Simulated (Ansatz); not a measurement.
# F− with CO: superposition error and deformation, part 2 of 2

Ansatz 0.2.0, Gaussian basis. Earlier steps stand in the parts before.

### Step 11. B3LYP-D4/def2-TZVPPD

free-b/in.yaml reads:

```yaml
crystal:
  periodic: [false, false, false]
  atoms:
    - {symbol: C, position_ang: [0.191033, -0.433362, 0.353010]}
    - {symbol: O, position_ang: [-0.183015, 0.415244, 0.987009]}
basis:
  gaussian: {orbitals: "def2-TZVPPD.json"}
hamiltonian: {xc: {name: B3LYP}, dispersion: d4}
```

On the command line:

```bash
$ ansatz run in.yaml --threads 2 --pin off --events-out ev --progress --plain --max-ram 5222MiB
```

Log:

```text
Functional definition: B3LYP
  name "B3LYP"
  cite "Stephens, Devlin, Chabalowski & Frisch, J. Phys. Chem. 98, 11623 (1994) doi:10.1021/j100096a001"
  cite "Becke, Phys. Rev. A 38, 3098 (1988) doi:10.1103/PhysRevA.38.3098"
  cite "Lee, Yang & Parr, Phys. Rev. B 37, 785 (1988) doi:10.1103/PhysRevB.37.785"
  cite "Vosko, Wilk & Nusair, Can. J. Phys. 58, 1200 (1980) doi:10.1139/p80-159"
  parameter a0 = 0.2
  parameter ax = 0.72
  parameter ac = 0.81
  exchange = (1 - a0 - ax)*slater_x + ax*b88_x + a0*exact_x
  correlation = (1 - ac)*vwn_rpa_c + ac*lyp_c
358 factors; their error is unknown
mean field evaluation 1: about -3082.7134 eV, gradient 3.7e1 eV
mean field evaluation 2: about -3076.7819 eV, gradient 7.0e1 eV
mean field evaluation 4: about -3084.7480 eV, gradient 8.6e-1 eV
mean field evaluation 8: about -3084.7600 eV, gradient 6.6e-3 eV
mean field -3084.75999847 eV, -113.3628390183 hartree, gradient 4.6e-5 eV, S^2 0.000000; 0 other end points of the search recorded, 0 dependent functions left out
reference -3084.76018233 eV, -113.3628457752 hartree; 7, 7 occupied and 70, 70 virtual orbitals, 358 factors
Total energy: -3084.77747749 eV, -113.3634813604 hartree
```

Run time: 0.66 s. Hardware: 2 threads of Arm Neoverse N1, shared host.

### Step 12. wB97X-V/def2-TZVPPD

free-b/in.yaml: that of step 11 with these lines changed.

```diff
@@ -7,2 +7,2 @@
   gaussian: {orbitals: "def2-TZVPPD.json"}
-hamiltonian: {xc: {name: B3LYP}, dispersion: d4}
+hamiltonian: {xc: {name: wB97X-V}}
```

On the command line:

```bash
$ ansatz run in.yaml --threads 2 --pin off --events-out ev --progress --plain --max-ram 5222MiB
```

Log, cut to the lines that bear on the results:

```text
Functional definition: wB97X-V
  name "wB97X-V"
  cite "Mardirossian & Head-Gordon, Phys. Chem. Chem. Phys. 16, 9904 (2014) doi:10.1039/C3CP54374A"
  cite "Becke, J. Chem. Phys. 107, 8554 (1997) doi:10.1063/1.475007"
  cite "Vydrov & Van Voorhis, J. Chem. Phys. 133, 244103 (2010) doi:10.1063/1.3521275"
[...]
      + integral(e_c_pw_opposite_spin*poly(b97_u_opposite, cos0, cos1)) + vv10(b, c)
358 factors; their error is unknown
99 factors; integrals over basis functions are off by at most 9.4e-5 eV
[...]
mean field -3083.75691663 eV, -113.3259764408 hartree, gradient 3.7e-5 eV, S^2 0.000000; 0 other end points of the search recorded, 0 dependent functions left out
reference -3083.75691500 eV, -113.3259763808 hartree; 7, 7 occupied and 70, 70 virtual orbitals, 358 factors
Total energy: -3083.75691500 eV, -113.3259763808 hartree
```

Wall time 1.5 s (2 threads of Arm Neoverse N1, shared host).

### Step 13. wB97M-V/def2-TZVPPD

free-b/in.yaml: that of step 12 with these lines changed.

```diff
@@ -7,2 +7,2 @@
   gaussian: {orbitals: "def2-TZVPPD.json"}
-hamiltonian: {xc: {name: wB97X-V}}
+hamiltonian: {xc: {name: wB97M-V}}
```

On the command line:

```bash
$ ansatz run in.yaml --threads 2 --pin off --events-out ev --progress --plain --max-ram 5222MiB
```

Log, cut to the lines that bear on the results:

```text
Functional definition: wB97M-V
  name "wB97M-V"
  cite "Mardirossian & Head-Gordon, J. Chem. Phys. 144, 214110 (2016) doi:10.1063/1.4952647"
  cite "Becke, J. Chem. Phys. 107, 8554 (1997) doi:10.1063/1.475007"
  cite "Vydrov & Van Voorhis, J. Chem. Phys. 133, 244103 (2010) doi:10.1063/1.3521275"
  # Of w^i u^j: cxij and so on, Table III.
[...]
  gx(w, u) = 1 - cx + cx01*u + cx10*w
  gss(w, u) = css00 + css04*u^4 + css10*w + css20*w^2 + css43*w^4*u^3
  gos(w, u) = cos00 + cos10*w + (cos20 + cos21*u)*w^2 + (cos60 + cos61*u)*w^6
[...]
      + integral(e_c_pw_mod_opposite_spin*gos(b97_w_opposite, b97_u_opposite)) + vv10(b, c)
358 factors; their error is unknown
99 factors; integrals over basis functions are off by at most 9.4e-5 eV
[...]
mean field -3084.11261281 eV, -113.3390480341 hartree, gradient 3.3e-5 eV, S^2 0.000000; 0 other end points of the search recorded, 0 dependent functions left out
reference -3084.11265483 eV, -113.3390495784 hartree; 7, 7 occupied and 70, 70 virtual orbitals, 358 factors
Total energy: -3084.11265483 eV, -113.3390495784 hartree
```

Run time: 1.6 s. Hardware: 2 threads of Arm Neoverse N1, shared host.

### Step 14. B2PLYP/def2-TZVPPD

free-b/in.yaml: that of step 13 with these lines changed.

```diff
@@ -7,2 +7,2 @@
   gaussian: {orbitals: "def2-TZVPPD.json"}
-hamiltonian: {xc: {name: wB97M-V}}
+hamiltonian: {xc: {name: B2PLYP}}
```

On the command line:

```bash
$ ansatz run in.yaml --threads 2 --pin off --events-out ev --progress --plain --max-ram 5222MiB
```

Log, cut to the lines that bear on the results:

```text
Functional definition: B2PLYP
  name "B2PLYP"
  cite "Grimme, J. Chem. Phys. 124, 034108 (2006) doi:10.1063/1.2148954"
  cite "Becke, Phys. Rev. A 38, 3098 (1988) doi:10.1103/PhysRevA.38.3098"
  cite "Lee, Yang & Parr, Phys. Rev. B 37, 785 (1988) doi:10.1103/PhysRevB.37.785"
[...]
485 factors; integrals over basis functions are off by at most 1.1e-3 eV
[...]
mean field -3079.55593128 eV, -113.1715930766 hartree, gradient 6.1e-6 eV, S^2 0.000000; 0 other end points of the search recorded, 0 dependent functions left out
2 core orbitals not correlated: weight in the atoms' cores, before any rotation towards them, 1.000 or more for the frozen orbitals, at most 0.000 for the correlated occupied ones
reference -3079.55604030 eV, -113.1715970831 hartree; 5, 5 occupied and 70, 70 virtual orbitals, 485 factors
second order -11.87523358 eV of doubles, -0.00000000 eV of singles
Total energy: -3082.76235337 eV, -113.2894269150 hartree
```

Wall time 1.1 s (2 threads of Arm Neoverse N1, shared host).

### Step 15. BLYP-D4/def2-TZVPPD

free-b/in.yaml: that of step 14 with these lines changed.

```diff
@@ -7,2 +7,2 @@
   gaussian: {orbitals: "def2-TZVPPD.json"}
-hamiltonian: {xc: {name: B2PLYP}}
+hamiltonian: {xc: {name: BLYP}, dispersion: d4}
```

On the command line:

```bash
$ ansatz run in.yaml --threads 2 --pin off --events-out ev --progress --plain --max-ram 5222MiB
```

Log:

```text
Functional definition: BLYP
  name "BLYP"
  cite "Becke, Phys. Rev. A 38, 3098 (1988) doi:10.1103/PhysRevA.38.3098"
  cite "Lee, Yang & Parr, Phys. Rev. B 37, 785 (1988) doi:10.1103/PhysRevB.37.785"
  parameter beta = 0.0042
  parameter a = 0.04918
  parameter b = 0.132
  parameter c = 0.2533
  parameter d = 0.349
  exchange = b88_x(beta = beta)
  correlation = lyp_c(a = a, b = b, c = c, d = d)
358 factors; their error is unknown
mean field evaluation 1: about -3081.7969 eV, gradient 4.1e1 eV
mean field evaluation 2: about -3070.7059 eV, gradient 8.9e1 eV
mean field evaluation 4: about -3084.3848 eV, gradient 1.8e0 eV
mean field evaluation 8: about -3084.3914 eV, gradient 1.4e-2 eV
mean field -3084.39143998 eV, -113.3492947437 hartree, gradient 6.6e-5 eV, S^2 0.000000; 0 other end points of the search recorded, 0 dependent functions left out
reference -3084.39169188 eV, -113.3493040009 hartree; 7, 7 occupied and 70, 70 virtual orbitals, 358 factors
Total energy: -3084.41689211 eV, -113.3502300921 hartree
```

Run time: 0.6 s. Hardware: 2 threads of Arm Neoverse N1, shared host.

### Step 16. revPBE-D4/def2-TZVPPD

free-b/in.yaml: that of step 15 with these lines changed.

```diff
@@ -7,2 +7,2 @@
   gaussian: {orbitals: "def2-TZVPPD.json"}
-hamiltonian: {xc: {name: BLYP}, dispersion: d4}
+hamiltonian: {xc: {name: revPBE}, dispersion: d4}
```

On the command line:

```bash
$ ansatz run in.yaml --threads 2 --pin off --events-out ev --progress --plain --max-ram 5222MiB
```

Log:

```text
Functional definition: revPBE
  name "revPBE"
  cite "Zhang & Yang, Phys. Rev. Lett. 80, 890 (1998) doi:10.1103/PhysRevLett.80.890"
  cite "Perdew, Burke & Ernzerhof, Phys. Rev. Lett. 77, 3865 (1996) doi:10.1103/PhysRevLett.77.3865"
  parameter kappa = 1.245
  parameter beta = 0.06672455060314922
  exchange = pbe_x(kappa = kappa, mu = beta*pi^2/3)
  correlation = pbe_c(beta = beta)
358 factors; their error is unknown
mean field evaluation 1: about -3081.6869 eV, gradient 3.7e1 eV
mean field evaluation 2: about -3073.2713 eV, gradient 7.9e1 eV
mean field evaluation 4: about -3083.8762 eV, gradient 1.4e0 eV
mean field evaluation 8: about -3083.8793 eV, gradient 1.7e-2 eV
mean field -3083.87929330 eV, -113.3304737002 hartree, gradient 5.4e-5 eV, S^2 0.000000; 0 other end points of the search recorded, 0 dependent functions left out
reference -3083.87933836 eV, -113.3304753562 hartree; 7, 7 occupied and 70, 70 virtual orbitals, 358 factors
Total energy: -3083.92141458 eV, -113.3320216288 hartree
```

Run time: 0.5 s. Hardware: 2 threads of Arm Neoverse N1, shared host.

### Step 17. B97M-V/def2-TZVPPD

free-b/in.yaml: that of step 16 with these lines changed.

```diff
@@ -7,2 +7,2 @@
   gaussian: {orbitals: "def2-TZVPPD.json"}
-hamiltonian: {xc: {name: revPBE}, dispersion: d4}
+hamiltonian: {xc: {name: B97M-V}}
```

On the command line:

```bash
$ ansatz run in.yaml --threads 2 --pin off --events-out ev --progress --plain --max-ram 5222MiB
```

Log, cut to the lines that bear on the results:

```text
Functional definition: B97M-V
  name "B97M-V"
  cite "Mardirossian & Head-Gordon, J. Chem. Phys. 142, 074111 (2015) doi:10.1063/1.4907719"
  cite "Becke, J. Chem. Phys. 107, 8554 (1997) doi:10.1063/1.475007"
  cite "Vydrov & Van Voorhis, J. Chem. Phys. 133, 244103 (2010) doi:10.1063/1.3521275"
  # Of w^i u^j: cxij and so on, Table III.
[...]
  gx(w, u) = cx00 + cx01*u + cx02*u^2 + (cx10 + cx11*u)*w
  gss(w, u) = css00 + css02*u^2 + css10*w + (css32*w^3 + css42*w^4)*u^2
  gos(w, u) = cos00 + cos01*u + cos03*u^3 + cos10*w + cos32*w^3*u^2
[...]
      + integral(e_c_pw_mod_opposite_spin*gos(b97_w_opposite, b97_u_opposite)) + vv10(b, c)
358 factors; their error is unknown
[...]
mean field -3084.13927563 eV, -113.3400278746 hartree, gradient 1.3e-5 eV, S^2 0.000000; 0 other end points of the search recorded, 0 dependent functions left out
reference -3084.13932405 eV, -113.3400296540 hartree; 7, 7 occupied and 70, 70 virtual orbitals, 358 factors
Total energy: -3084.13932405 eV, -113.3400296540 hartree
```

It took 1.4 s on 2 threads of Arm Neoverse N1, shared host.

### Step 18. HSE06-D4/def2-TZVPPD

free-b/in.yaml: that of step 17 with these lines changed.

```diff
@@ -7,2 +7,2 @@
   gaussian: {orbitals: "def2-TZVPPD.json"}
-hamiltonian: {xc: {name: B97M-V}}
+hamiltonian: {xc: hse06, dispersion: d4}
```

On the command line:

```bash
$ ansatz run in.yaml --threads 2 --pin off --events-out ev --progress --plain --max-ram 5222MiB
```

Log, cut to the lines that bear on the results:

```text
Functional definition: HSE06
  name "HSE06"
  cite "Heyd, Scuseria & Ernzerhof, J. Chem. Phys. 118, 8207 (2003) doi:10.1063/1.1564060"
  cite "Krukau, Vydrov, Izmaylov & Scuseria, J. Chem. Phys. 125, 224106 (2006) doi:10.1063/1.2404663"
  cite "Heyd & Scuseria, J. Chem. Phys. 120, 7274 (2004) doi:10.1063/1.1668634"
  cite "Ernzerhof & Perdew, J. Chem. Phys. 109, 3313 (1998) doi:10.1063/1.476928"
  cite "Perdew, Burke & Ernzerhof, Phys. Rev. Lett. 77, 3865 (1996) doi:10.1103/PhysRevLett.77.3865"
  parent pbe
[...]
  # The whole range is PBE's own exchange, as in plane waves. The composition of these papers is wPBEh.
[...]
358 factors; their error is unknown
28 factors; integrals over basis functions are off by at most 2.1e-4 eV
[...]
mean field -3081.03761318 eV, -113.2260438819 hartree, gradient 7.2e-5 eV, S^2 0.000000; 0 other end points of the search recorded, 0 dependent functions left out
reference -3081.03764648 eV, -113.2260451060 hartree; 7, 7 occupied and 70, 70 virtual orbitals, 358 factors
Total energy: -3081.04550821 eV, -113.2263340192 hartree
```

Run time: 0.75 s. Hardware: 2 threads of Arm Neoverse N1, shared host.

### Step 19. CCSD(T)/def2-TZVPPD

free-b/in.yaml: that of step 18 with these lines changed.

```diff
@@ -7,2 +7,2 @@
   gaussian: {orbitals: "def2-TZVPPD.json"}
-hamiltonian: {xc: hse06, dispersion: d4}
+correlation: {method: ccsd_t}
```

On the command line:

```bash
$ ansatz run in.yaml --threads 2 --pin off --events-out ev --progress --plain --max-ram 5222MiB
```

Log, cut to the lines that bear on the results:

```text
Functional definition: HF
  name "HF"
  cite "Fock, Z. Phys. 61, 126 (1930) doi:10.1007/BF01340294"
  parent pbe
[...]
485 factors; integrals over basis functions are off by at most 1.1e-3 eV
[...]
mean field -3069.06916922 eV, -112.7862116791 hartree, gradient 1.5e-6 eV, S^2 0.000000; 0 other end points of the search recorded, 0 dependent functions left out
2 core orbitals not correlated: weight in the atoms' cores, before any rotation towards them, 1.000 or more for the frozen orbitals, at most 0.000 for the correlated occupied ones
reference -3069.06916922 eV, -112.7862116791 hartree; 5, 5 occupied and 70, 70 virtual orbitals, 485 factors
second order -9.62313261 eV of doubles, -0.00000000 eV of singles
cycle   1  -9.32347955 eV  change    3.0e-1 eV  update   9.2e-2
[...]
cycle   9  -9.72210682 eV  change    6.6e-6 eV  update   4.1e-6
perturbative correction -0.45656880 eV, -0.0167785938 hartree
Total energy: -3079.24784484 eV, -113.1602711087 hartree
```

It took 1.1 s on 2 threads of Arm Neoverse N1, shared host.

### Step 20. The split

```
      method  interaction with counterpoise (meV)  without  superposition error  deformation  binding energy
      PBE-D4                                 -810     -817                    7           38            -773
   revPBE-D4                                 -693     -701                    8           22            -672
     BLYP-D4                                 -645     -652                    7           36            -609
   r2SCAN-D4                                 -842     -845                    3           84            -758
      B97M-V                                 -734     -737                    2          103            -631
     PBE0-D4                                 -778     -781                    3          107            -671
    B3LYP-D4                                 -662     -666                    3           97            -565
    HSE06-D4                                 -781     -784                    3          105            -676
     wB97X-V                                 -633     -635                    2           95            -538
     wB97M-V                                 -626     -628                    2          103            -523
      B2PLYP                                 -508     -527                   19           68            -440
Hartree-Fock                                 -339     -341                    2          231            -108
         MP2                                 -316     -374                   58           33            -284
        CCSD                                 -354     -405                   51           85            -268
     CCSD(T)                                 -386     -443                   57           47            -339
```

### Step 21. What came out

The summary covers parts 1 to 2.

```
            quantity     value
interaction, CCSD(T)  -386 meV
 superposition error    57 meV
         deformation    47 meV
      binding energy  -339 meV
```

What this shows: In this basis the superposition error is 57 meV for CCSD(T) and 4 meV on average for the plain functionals: correlated methods borrow far more, since they need many more functions to converge. Deformation takes back 12 % of the interaction.
